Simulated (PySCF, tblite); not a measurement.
**C8H9N3: infrared bands and NMR shifts**

Wanted: the infrared bands and NMR shifts of C8H9N3 (`CCc1nnc(C)cc1C#N`), by calculation.

The runs use tblite 0.8.0 and PySCF 2.14.0, with density-fitted response routines of our own; the level of theory stands in each step. All values are computed, except where a source is named. Atoms count from 0, in the outputs and in this text.

## 1. The molecule as given

20 atoms, charge 0, multiplicity 1; geometry from: GFN2-xTB.

Bonds of the start (Å): C0–C1 1.53, C1–C2 1.49, C2–N3 1.32, N3–N4 1.30, N4–C5 1.32, C5–C6 1.49, C5–C7 1.40, C7–C8 1.39, C8–C9 1.41, C9–N10 1.15, C8–C2 1.42, C0–H11 1.09, C0–H12 1.09, C0–H13 1.09, C1–H14 1.09, C1–H15 1.09, C6–H16 1.09, C6–H17 1.09, C6–H18 1.09, C7–H19 1.08.

## 2. Infrared spectrum with GFN2-xTB

Job settings and geometry (Å):

```
{"job": {"kind": "ir", "xc": "GFN2-xTB", "basis": "xTB"}, "charge": 0, "multiplicity": 1}
C     -2.939254    -0.073402     0.172296
C     -2.047310    -0.260996    -1.057904
C     -0.610400    -0.299988    -0.647928
N     -0.048328    -1.483643    -0.514449
N      1.180161    -1.618487    -0.116380
C      1.928755    -0.567086     0.174532
C      3.323844    -0.831902     0.632261
C      1.431118     0.735932     0.053093
C      0.119880     0.880333    -0.370028
C     -0.467862     2.156310    -0.525922
N     -0.948367     3.189092    -0.653732
H     -3.984359    -0.071175    -0.124962
H     -2.778542    -0.884074     0.879407
H     -2.719882     0.871593     0.665911
H     -2.213932     0.562718    -1.755677
H     -2.292424    -1.204744    -1.545706
H      3.492892    -0.379484     1.608217
H      4.038044    -0.401810    -0.068579
H      3.485068    -1.903853     0.696014
H      2.045748     1.595346     0.279531
```

**Question.** This job is followed by: GIAO PBE0/pcSseg-1 NMR shielding, non-relativistic, gas phase. Predict these results of the whole session: strongest single infrared mode (GFN2-xTB); zero-point energy (GFN2-xTB); 13C shifts against TMS (PBE0/pcSseg-1); 1H shifts against TMS (PBE0/pcSseg-1, means over atoms taken as alike); 15N shifts against NH3 (PBE0/pcSseg-1).

As calculated:

| quantity | value |
| --- | --- |
| strongest single infrared mode (GFN2-xTB) | 2370 cm⁻¹, 164 km/mol |
| zero-point energy (GFN2-xTB) | 97.1 kcal/mol |
| 13C shifts against TMS (PBE0/pcSseg-1) | 167.9, 161.7, 133.4, 122.2, 113.9, 34.2, 24.8, 18.1 ppm |
| 1H shifts against TMS (PBE0/pcSseg-1, means over atoms taken as alike) | 7.47, 3.46, 3.03, 1.43 ppm |
| 15N shifts against NH3 (PBE0/pcSseg-1) | 475.8, 458.3, 335.4 ppm |

**Reading.** No mode is imaginary among the 54: a minimum at this level. The strongest single mode, at 2370 cm⁻¹, moves mainly C9 and N10. Unscaled tight-binding wavenumbers are off by several per cent, some by more. Its intensities can rank the bands wrongly. NICS(1)zz of -25 ppm above the planar ring from C2 marks a diatropic (aromatic) ring current.
